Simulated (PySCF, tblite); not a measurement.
**C7H9P: geometry, infrared bands and NMR shifts**

Aim: predict the infrared bands and NMR shifts of C7H9P (`C/C=C/p1cccc1`).

The runs use tblite 0.8.0 and PySCF 2.14.0, with density-fitted response routines of our own; the level of theory stands in each step. All values are computed, except where a source is named. Atoms count from 0, in the outputs and in this text.

**1. The molecule as given**

17 atoms, charge 0, multiplicity 1; geometry from: force field or distance geometry start.

Bonds of the start (Å): C0–C1 1.51, C1–C2 1.33, C2–P3 1.87, P3–C4 1.87, C4–C5 1.34, C5–C6 1.44, C6–C7 1.34, C7–P3 1.88, C0–H8 1.09, C0–H9 1.10, C0–H10 1.09, C1–H11 1.08, C2–H12 1.10, C4–H13 1.09, C5–H14 1.09, C6–H15 1.10, C7–H16 1.08.

**2. Geometry optimisation with GFN2-xTB**

Job settings and geometry (Å):

```
{"job": {"kind": "relax", "xc": "GFN2-xTB", "basis": "xTB"}, "charge": 0, "multiplicity": 1}
C      3.243600     0.113500     0.371000
C      2.001600    -0.398500    -0.311200
C      0.770300    -0.071300     0.068100
P     -0.685500    -0.775100    -0.862300
C     -1.697500     0.788100    -1.017800
C     -2.667600     0.827900    -0.098600
C     -2.692600    -0.282700     0.816000
C     -1.745700    -1.216600     0.631700
H      3.861400     0.650800    -0.349500
H      2.995800     0.797900     1.199100
H      3.815600    -0.718300     0.773900
H      2.169700    -1.091500    -1.128200
H      0.593300     0.618500     0.902800
H     -1.530600     1.555700    -1.774100
H     -3.375000     1.650100    -0.007100
H     -3.428900    -0.333300     1.626800
H     -1.634800    -2.103200     1.241900
```

The run is started by

```bash
OMP_NUM_THREADS=1 python probes_run.py task.json out
```

This one command runs all jobs of the session in turn.

**Question.** This job is followed by: GFN2-xTB harmonic vibrations, gas phase; GIAO PBE0/pcSseg-1 NMR shielding, non-relativistic, gas phase. Predict these results of the whole session: strongest single infrared mode (GFN2-xTB); zero-point energy (GFN2-xTB); 13C shifts against TMS (PBE0/pcSseg-1, means over atoms taken as alike); 1H shifts against TMS (PBE0/pcSseg-1, means over atoms taken as alike); 31P shifts against H3PO4 (PBE0/pcSseg-1); surface potential, 1st and 99th percentile.

As calculated:

| quantity | value |
| --- | --- |
| strongest single infrared mode (GFN2-xTB) | 3081 cm⁻¹, 67 km/mol |
| zero-point energy (GFN2-xTB) | 83.8 kcal/mol |
| 13C shifts against TMS (PBE0/pcSseg-1, means over atoms taken as alike) | 156.7, 148.5, 145.1, 131.6, 24.9 ppm |
| 1H shifts against TMS (PBE0/pcSseg-1, means over atoms taken as alike) | 7.23, 6.96, 6.73, 5.21, 2.00 ppm |
| 31P shifts against H3PO4 (PBE0/pcSseg-1) | -14.6 ppm |
| surface potential, 1st and 99th percentile | -0.92 V and 0.78 V |

What this shows: Over 51 steps the energy fell by 0.147 eV; of the close pairs, P3–C7 changed most, 1.884 to 1.807 Å. All 45 modes are real, so the xTB geometry is a minimum. The strongest single mode, at 3081 cm⁻¹, moves mainly H14 and H15. Unscaled tight-binding wavenumbers are off by several per cent, some by more. Its intensities can rank the bands wrongly. At PBE0/pcSseg-1: The widest tensor belongs to C1: span 248 ppm, with a paramagnetic part of -226 ppm. By nearest atom (PBE0/pcSseg-1), the HOMO sits on C4, C7 about 25 % each; C5, C6 about 12 % each and the LUMO on C4, C7 about 19 % each; C5, C6 about 12 % each.
